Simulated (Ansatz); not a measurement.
The system is Sn3Se.

```
CELL_PARAMETERS angstrom
0.00000 3.73314 3.73314
3.73314 0.00000 3.73314
3.73314 3.73314 0.00000
ATOMIC_POSITIONS crystal
Sn 0.50000 0.50000 0.50000
Sn 0.75000 0.75000 0.75000
Sn 0.25000 0.25000 0.25000
Se 0.00000 0.00000 0.00000
```

The cell comes from a database or a generator and needn't be the stable form of this composition.

Base run:

```yaml
Program: Ansatz 0.2.0
Functional: r2SCAN
Potentials_or_basis: Ansatz PAW
Cutoff: "500 eV (not typed: the program's choice for these potentials)"
k_mesh: 6 × 6 × 6
Occupations: fermi-dirac, width 0.05 eV
Spin: no spin polarisation
```

Its results: band gap on the k mesh none (metal or under the smearing width); pressure -1.3 GPa.

The run is repeated on the same cell with these changes: functional from r2SCAN to LDA; cutoff from 500 eV (not typed: the program's choice for these potentials) to 420 eV (not typed: the program's choice for these potentials). What comes out?

Band gap on the k mesh none (metal or under the smearing width); pressure -4.5 GPa.

Caveats: spin-orbit coupling is left out, which moves the levels of the heavy elements; the PAW data sets come from PBE, with cores solved anew for the run's functional, which leaves a small shift of forces and pressure.
